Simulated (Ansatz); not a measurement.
# AsH₃ (singlet): the correlation ladder, cc-pVDZ

How much of the correlation energy of AsH₃ (singlet) does each wave-function method recover here?

Method: cc-pVDZ, core rule «outside noble gas», up to 14 orbitals frozen; program: Ansatz 0.2.0, Gaussian basis.

To be run: UHF; CCSD(T) on RHF; BCCD(T) on RHF; CISD; CCSDT(Q) on RHF; CCSDTQ on RHF; CASSCF and MRCISD+Q, 8 electrons in 7 orbitals; CASSCF and NEVPT2, 8 electrons in 7 orbitals.

14 further runs of the same task are left out: 6 that didn't finish, 8 set aside as unsound or not needed.

## Step 1: The system

The geometry is a PBE0/def2-TZVP stationary point (not a proven minimum). No spin-orbit coupling is included. The filled d shell of As may be among the frozen orbitals whatever the setting's name suggests; the logs give the count.

4 atoms, charge 0, spin multiplicity 1.

Atoms are counted from 1 here; the program's logs count them from 0.

Bond lengths: As1–H2 1.522 Å, As1–H3 1.522 Å, As1–H4 1.522 Å. Angles: H2–As1–H3 92.0°, H2–As1–H4 92.0°, H3–As1–H4 92.0°.

Coordinates:

```mol
AsH3
  3D, bonds by distance, orders not assigned

  4  3  0  0  0  0  0  0  0  0999 V2000
    0.0002    0.0000   -0.0329 As  0  0
    1.2593    0.0140    0.8215 H   0  0
   -0.6489    1.0868    0.8116 H   0  0
   -0.6239   -1.1021    0.8106 H   0  0
  1  2  8  0
  1  3  8  0
  1  4  8  0
M  END
```

## Step 2: UHF

Contents of in.yaml:

```yaml
crystal:
  periodic: [false, false, false]
  atoms:
    - {symbol: As, position_ang: [0.000180, 0.000018, -0.032875]}
    - {symbol: H, position_ang: [1.259297, 0.013995, 0.821503]}
    - {symbol: H, position_ang: [-0.648855, 1.086822, 0.811601]}
    - {symbol: H, position_ang: [-0.623856, -1.102121, 0.810570]}
basis:
  gaussian: {orbitals: cc-pVDZ}
magnetization: {spin_polarized: true, initial_magnetization: 0}
hamiltonian: {xc: hf}
output: {orbitals: {seedname: orbitals}}
```

On the command line:

```bash
> ansatz run in.yaml --threads 1 --pin off --events-out ev --progress --plain --max-ram 2393MiB
```

The runs that follow: CCSD(T) on RHF; BCCD(T) on RHF; CISD; CCSDT(Q) on RHF; CCSDTQ on RHF; CASSCF and MRCISD+Q, 8 electrons in 7 orbitals; CASSCF and NEVPT2, 8 electrons in 7 orbitals.

Q: Predict the results of all the runs planned. Wanted: RCCSDTQ below the RHF energy; RMP2 from RCCSDTQ; RCCSD from RCCSDTQ; RCCSD(T) from RCCSDTQ; RCCSDT(Q) from RCCSDTQ; NEVPT2 valence from RCCSDTQ; MRCISD+Q valence from RCCSDTQ; T1 diagnostic; effectively unpaired electrons.

As calculated:

```
                         quantity                                                   value
     RCCSDTQ below the RHF energy                                              -4.2481 eV
                RMP2 from RCCSDTQ                                              +866.6 meV
               RCCSD from RCCSDTQ                                              +108.6 meV
            RCCSD(T) from RCCSDTQ                                               +19.5 meV
           RCCSDT(Q) from RCCSDTQ                                                +0.5 meV
      NEVPT2 valence from RCCSDTQ                                              +701.8 meV
    MRCISD+Q valence from RCCSDTQ                                                -4.1 meV
levels within 1 kcal/mol (43 meV)  RCCSD(T), BCCD(T), RCCSDT, RCCSDT(Q), MRCISD+Q valence
                    T1 diagnostic                                                   0.011
   effectively unpaired electrons                                                    0.02
```

In words: RCCSD(T) lands +19.5 meV from the yardstick (0.5 % of the correlation energy). One determinant dominates. Of the multireference levels listed MRCISD+Q valence comes nearest in total energy (-4.1 meV), which doesn't show that its space is the better one. These misses are within one basis, not against nature.
